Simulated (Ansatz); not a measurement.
Born–Oppenheimer molecular dynamics of a periodic cell of 19 atoms, SiW₈C₈Cl₂ (surface WC(001), adsorbate SiCl2). It goes on from the last frame of an earlier run, with new velocities.

Computed with Ansatz 0.2.0, DFT PBE, scalar-relativistic, plane waves, PAW. Settings: PAW set soft_1, cutoff 420 eV, k mesh 3x3x1, fermi-dirac smearing 0.1 eV, no spin polarisation.

```json
{"ensemble": "NVE (velocity Verlet)", "time step": "1 fs", "steps asked": "200", "starting velocities drawn for": "750 K", "atoms held": "1, 5, 9, 13", "seed": "312812"}
```

Frames 5 fs apart, positions in Å.

Velocities at 80.0 fs (Å/ps):

```
W 0.00 0.00 0.00
C -1.39 -5.07 2.85
W 0.29 -1.17 1.98
C -8.75 0.85 -1.63
W 0.00 0.00 0.00
C -0.32 6.79 2.49
W -2.99 3.39 -1.13
C 7.07 -16.19 -5.46
W 0.00 0.00 0.00
C -8.01 -3.55 4.66
W 1.32 -1.82 0.46
C -1.75 -4.46 -10.52
W 0.00 0.00 0.00
C -9.54 -5.41 8.46
W 2.08 0.59 0.92
C 7.84 -4.83 -0.90
Si -1.72 12.48 3.57
Cl -2.42 -0.59 -5.04
Cl 2.56 0.20 4.51
```

```xyz
19
Lattice="5.8006 0.0000 0.0000 -2.9003 5.0235 0.0000 0.0000 0.0000 16.2466" Properties=species:S:1:pos:R:3 time_fs=80.0 energy_less_start_eV=0.026 T=698
W 0.000 0.000 1.000
C 1.581 0.916 2.310
W 0.149 0.059 3.785
C 1.512 0.774 5.093
W -1.450 2.512 1.000
C -0.025 3.372 2.350
W -1.328 2.555 3.851
C 0.177 3.348 5.301
W 2.900 0.000 1.000
C 4.385 0.768 2.338
W 3.010 0.010 3.824
C 4.363 0.760 5.054
W 1.450 2.512 1.000
C 2.995 3.345 2.361
W 1.544 2.525 3.767
C 3.019 3.336 4.873
Si 0.909 2.043 6.275
Cl -1.242 0.998 6.836
Cl 1.426 2.749 8.081
19
Lattice="5.8006 0.0000 0.0000 -2.9003 5.0235 0.0000 0.0000 0.0000 16.2466" Properties=species:S:1:pos:R:3 time_fs=85.0 energy_less_start_eV=0.216 T=630
W 0.000 0.000 1.000
C 1.564 0.883 2.326
W 0.150 0.052 3.795
C 1.475 0.790 5.095
W -1.450 2.512 1.000
C -0.015 3.402 2.357
W -1.343 2.571 3.845
C 0.199 3.277 5.242
W 2.900 0.000 1.000
C 4.351 0.764 2.359
W 3.016 0.000 3.827
C 4.370 0.749 5.013
W 1.450 2.512 1.000
C 2.946 3.324 2.389
W 1.554 2.528 3.772
C 3.051 3.320 4.878
Si 0.899 2.103 6.292
Cl -1.254 0.994 6.810
Cl 1.441 2.750 8.106
19
Lattice="5.8006 0.0000 0.0000 -2.9003 5.0235 0.0000 0.0000 0.0000 16.2466" Properties=species:S:1:pos:R:3 time_fs=90.0 energy_less_start_eV=-0.074 T=750
W 0.000 0.000 1.000
C 1.532 0.843 2.340
W 0.148 0.044 3.805
C 1.461 0.827 5.119
W -1.450 2.512 1.000
C 0.013 3.419 2.350
W -1.356 2.585 3.839
C 0.188 3.245 5.128
W 2.900 0.000 1.000
C 4.338 0.787 2.371
W 3.018 -0.011 3.832
C 4.407 0.764 5.006
W 1.450 2.512 1.000
C 2.904 3.317 2.378
W 1.564 2.531 3.779
C 3.064 3.323 4.904
Si 0.888 2.149 6.306
Cl -1.266 0.987 6.783
Cl 1.459 2.749 8.138
19
Lattice="5.8006 0.0000 0.0000 -2.9003 5.0235 0.0000 0.0000 0.0000 16.2466" Properties=species:S:1:pos:R:3 time_fs=95.0 energy_less_start_eV=-0.277 T=849
W 0.000 0.000 1.000
C 1.491 0.806 2.348
W 0.145 0.035 3.816
C 1.472 0.875 5.158
W -1.450 2.512 1.000
C 0.050 3.416 2.331
W -1.367 2.595 3.832
C 0.150 3.255 5.000
W 2.900 0.000 1.000
C 4.348 0.832 2.370
W 3.017 -0.023 3.838
C 4.459 0.800 5.028
W 1.450 2.512 1.000
C 2.881 3.330 2.325
W 1.573 2.533 3.785
C 3.053 3.343 4.951
Si 0.875 2.183 6.316
Cl -1.276 0.979 6.757
Cl 1.480 2.748 8.173
19
Lattice="5.8006 0.0000 0.0000 -2.9003 5.0235 0.0000 0.0000 0.0000 16.2466" Properties=species:S:1:pos:R:3 time_fs=100.0 energy_less_start_eV=0.047 T=694
W 0.000 0.000 1.000
C 1.456 0.782 2.346
W 0.140 0.024 3.827
C 1.504 0.923 5.200
W -1.450 2.512 1.000
C 0.085 3.396 2.303
W -1.379 2.603 3.823
C 0.105 3.289 4.916
W 2.900 0.000 1.000
C 4.373 0.883 2.361
W 3.014 -0.034 3.844
C 4.505 0.846 5.059
W 1.450 2.512 1.000
C 2.880 3.359 2.250
W 1.583 2.534 3.792
C 3.024 3.374 5.005
Si 0.860 2.212 6.318
Cl -1.285 0.972 6.737
Cl 1.501 2.748 8.209
19
Lattice="5.8006 0.0000 0.0000 -2.9003 5.0235 0.0000 0.0000 0.0000 16.2466" Properties=species:S:1:pos:R:3 time_fs=105.0 energy_less_start_eV=0.409 T=502
W 0.000 0.000 1.000
C 1.441 0.775 2.335
W 0.133 0.014 3.839
C 1.546 0.957 5.228
W -1.450 2.512 1.000
C 0.108 3.368 2.278
W -1.391 2.608 3.814
C 0.074 3.328 4.914
W 2.900 0.000 1.000
C 4.404 0.925 2.351
W 3.010 -0.042 3.850
C 4.529 0.891 5.068
W 1.450 2.512 1.000
C 2.897 3.392 2.180
W 1.593 2.534 3.798
C 2.989 3.407 5.046
Si 0.844 2.240 6.311
Cl -1.292 0.967 6.728
Cl 1.522 2.746 8.242
19
Lattice="5.8006 0.0000 0.0000 -2.9003 5.0235 0.0000 0.0000 0.0000 16.2466" Properties=species:S:1:pos:R:3 time_fs=110.0 energy_less_start_eV=0.359 T=516
W 0.000 0.000 1.000
C 1.450 0.788 2.321
W 0.125 0.004 3.853
C 1.589 0.971 5.235
W -1.450 2.512 1.000
C 0.112 3.342 2.266
W -1.404 2.610 3.804
C 0.066 3.352 4.996
W 2.900 0.000 1.000
C 4.429 0.944 2.345
W 3.004 -0.045 3.855
C 4.526 0.927 5.043
W 1.450 2.512 1.000
C 2.924 3.417 2.145
W 1.603 2.535 3.805
C 2.955 3.436 5.062
Si 0.828 2.269 6.301
Cl -1.296 0.964 6.733
Cl 1.541 2.744 8.270
19
Lattice="5.8006 0.0000 0.0000 -2.9003 5.0235 0.0000 0.0000 0.0000 16.2466" Properties=species:S:1:pos:R:3 time_fs=115.0 energy_less_start_eV=0.233 T=580
W 0.000 0.000 1.000
C 1.481 0.815 2.309
W 0.117 -0.004 3.867
C 1.622 0.970 5.219
W -1.450 2.512 1.000
C 0.094 3.327 2.277
W -1.416 2.611 3.794
C 0.072 3.363 5.125
W 2.900 0.000 1.000
C 4.442 0.932 2.346
W 2.998 -0.045 3.860
C 4.496 0.952 5.003
W 1.450 2.512 1.000
C 2.953 3.421 2.158
W 1.611 2.535 3.811
C 2.929 3.456 5.050
Si 0.818 2.294 6.295
Cl -1.298 0.965 6.748
Cl 1.557 2.740 8.291
19
Lattice="5.8006 0.0000 0.0000 -2.9003 5.0235 0.0000 0.0000 0.0000 16.2466" Properties=species:S:1:pos:R:3 time_fs=120.0 energy_less_start_eV=0.303 T=543
W 0.000 0.000 1.000
C 1.524 0.849 2.304
W 0.109 -0.010 3.881
C 1.635 0.959 5.188
W -1.450 2.512 1.000
C 0.063 3.326 2.310
W -1.427 2.610 3.785
C 0.072 3.384 5.240
W 2.900 0.000 1.000
C 4.437 0.894 2.353
W 2.991 -0.042 3.864
C 4.444 0.961 4.974
W 1.450 2.512 1.000
C 2.975 3.404 2.217
W 1.619 2.536 3.817
C 2.918 3.464 5.019
Si 0.819 2.306 6.303
Cl -1.297 0.969 6.768
Cl 1.569 2.735 8.302
19
Lattice="5.8006 0.0000 0.0000 -2.9003 5.0235 0.0000 0.0000 0.0000 16.2466" Properties=species:S:1:pos:R:3 time_fs=125.0 energy_less_start_eV=0.248 T=570
W 0.000 0.000 1.000
C 1.565 0.878 2.309
W 0.102 -0.013 3.894
C 1.621 0.945 5.152
W -1.450 2.512 1.000
C 0.028 3.336 2.351
W -1.435 2.609 3.777
C 0.052 3.435 5.294
W 2.900 0.000 1.000
C 4.416 0.840 2.363
W 2.982 -0.037 3.868
C 4.384 0.954 4.980
W 1.450 2.512 1.000
C 2.985 3.375 2.301
W 1.623 2.537 3.823
C 2.923 3.457 4.989
Si 0.837 2.296 6.331
Cl -1.293 0.974 6.788
Cl 1.578 2.727 8.303
19
Lattice="5.8006 0.0000 0.0000 -2.9003 5.0235 0.0000 0.0000 0.0000 16.2466" Properties=species:S:1:pos:R:3 time_fs=130.0 energy_less_start_eV=0.346 T=537
W 0.000 0.000 1.000
C 1.593 0.897 2.322
W 0.095 -0.012 3.906
C 1.578 0.932 5.126
W -1.450 2.512 1.000
C 0.004 3.353 2.387
W -1.441 2.606 3.772
C 0.022 3.497 5.293
W 2.900 0.000 1.000
C 4.385 0.784 2.370
W 2.973 -0.031 3.872
C 4.332 0.934 5.023
W 1.450 2.512 1.000
C 2.979 3.346 2.379
W 1.624 2.537 3.829
C 2.944 3.436 4.978
Si 0.866 2.270 6.369
Cl -1.286 0.982 6.806
Cl 1.583 2.717 8.296
19
Lattice="5.8006 0.0000 0.0000 -2.9003 5.0235 0.0000 0.0000 0.0000 16.2466" Properties=species:S:1:pos:R:3 time_fs=135.0 energy_less_start_eV=0.481 T=454
W 0.000 0.000 1.000
C 1.597 0.899 2.338
W 0.087 -0.008 3.915
C 1.510 0.924 5.122
W -1.450 2.512 1.000
C -0.004 3.370 2.403
W -1.443 2.601 3.770
C 0.001 3.532 5.267
W 2.900 0.000 1.000
C 4.357 0.742 2.372
W 2.962 -0.024 3.877
C 4.300 0.909 5.090
W 1.450 2.512 1.000
C 2.960 3.330 2.421
W 1.620 2.538 3.835
C 2.975 3.405 4.997
Si 0.897 2.237 6.401
Cl -1.279 0.992 6.824
Cl 1.587 2.705 8.284
```

Of the whole run (200 fs, mean temperature of the second half 618 K): The conserved energy wandered by up to 6.4 meV per atom (net -5.2 meV per atom), which is poor conservation. A run of 0.2 ps of so small a system gives no equilibrium averages. The SCF threshold is loose, so the forces are noisy. Limits of this set-up: coarse k mesh, thin slab, slab without dipole correction.

Run time: 16 min on 2 threads of AMD EPYC 7R43 64-Core Processor (Zen 3), on a shared host, peak memory 1.1 GiB.
